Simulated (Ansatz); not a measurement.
**GeHF: taking an electron away**

One table from this session's results is given with a row withheld; the runs are named, their logs left out.

Computed with Ansatz 0.2.0, Gaussian basis. Level: unrestricted cation, the program's frozen cores in correlated methods.

Plan: UKS PBE-D4/def2-TZVPP; UKS r2SCAN-D4/def2-TZVPP; UKS PBE0-D4/def2-TZVPP; UKS B3LYP-D4/def2-TZVPP; UKS wB97X-V/def2-TZVPP; UKS wB97M-V/def2-TZVPP; UKS B2PLYP/def2-TZVPP; UHF-CCSD(T)/def2-TZVPP; UHF-MP2/def2-QZVPP; extrapolation to the limit; then −ε(HOMO) from the neutral's earlier runs with LDA (SPW92), PBE-D4, revPBE-D4, BLYP-D4, r2SCAN-D4, B97M-V, PBE0-D4, B3LYP-D4, r2SCANh-D4, r2SCAN0-D4, HSE06-D4, BHLYP-D4, CAM-B3LYP-D4, LC-ωPBE, ωB97X-V, ωB97M-V.

## Structure used throughout

An earlier PBE0-D4 in a triple-zeta def2 set relaxation fixed the geometry.

3 atoms, charge 0, spin multiplicity 1.

Atoms are counted from 1 here; the program's logs count them from 0.

Bond lengths: F1–Ge2 1.757 Å, Ge2–H3 1.609 Å. Angles: F1–Ge2–H3 94.2°.

The first run:

File in.yaml:

```yaml
crystal:
  periodic: [false, false, false]
  atoms:
    - {symbol: F, position_ang: [0.672104, 1.012635, 0.469698]}
    - {symbol: Ge, position_ang: [-0.657860, 0.195237, -0.335600]}
    - {symbol: H, position_ang: [-0.025244, -1.272673, -0.147399]}
basis:
  gaussian: {orbitals: def2-TZVPP}
total_charge: 1
magnetization: {spin_polarized: true, initial_magnetization: 1}
hamiltonian: {xc: pbe, dispersion: d4}
```

Steps of the session up to this table: Cation, UKS PBE-D4/def2-TZVPP; Cation, UKS r2SCAN-D4/def2-TZVPP; Cation, UKS PBE0-D4/def2-TZVPP; Cation, UKS B3LYP-D4/def2-TZVPP; Cation, UKS wB97X-V/def2-TZVPP; Cation, UKS wB97M-V/def2-TZVPP; Cation, UKS B2PLYP (frozen core)/def2-TZVPP; Cation, UHF-CCSD(T)/def2-TZVPP; Cation, UHF-MP2/def2-QZVPP.

One of the session's tables, all rows but one given; the rest of the session is left out.

It belongs to the step «Ionisation energies side by side». Orbital estimates, from the neutral's runs:

| functional | −ε(HOMO) (eV) |
| --- | --- |
| LDA (SPW92) | 6.19 |
| PBE-D4 | 6.07 |
| revPBE-D4 | 6.02 |
| BLYP-D4 | 5.99 |
| r2SCAN-D4 | 6.37 |
| B97M-V | 6.37 |
| PBE0-D4 | 7.22 |
| B3LYP-D4 | 7.07 |
| r2SCANh-D4 | 6.79 |
| r2SCAN0-D4 | 7.42 |
| HSE06-D4 | 6.82 |
| BHLYP-D4 | ? |
| CAM-B3LYP-D4 | 8.56 |
| LC-ωPBE | 9.82 |
| ωB97X-V | 9.50 |
| ωB97M-V | 9.37 |

Estimate the missing values for BHLYP-D4.

Worked estimate for «−ε(HOMO) (eV)». Against the share of exact exchange, BLYP-D4 (0, 5.99), B3LYP-D4 (0.2, 7.07) give a slope of 5.40 per unit share; at 0.5 the line stands at 8.69.

As computed: −ε(HOMO) (eV): 8.29. In «−ε(HOMO) (eV)» the line misses by +0.40.
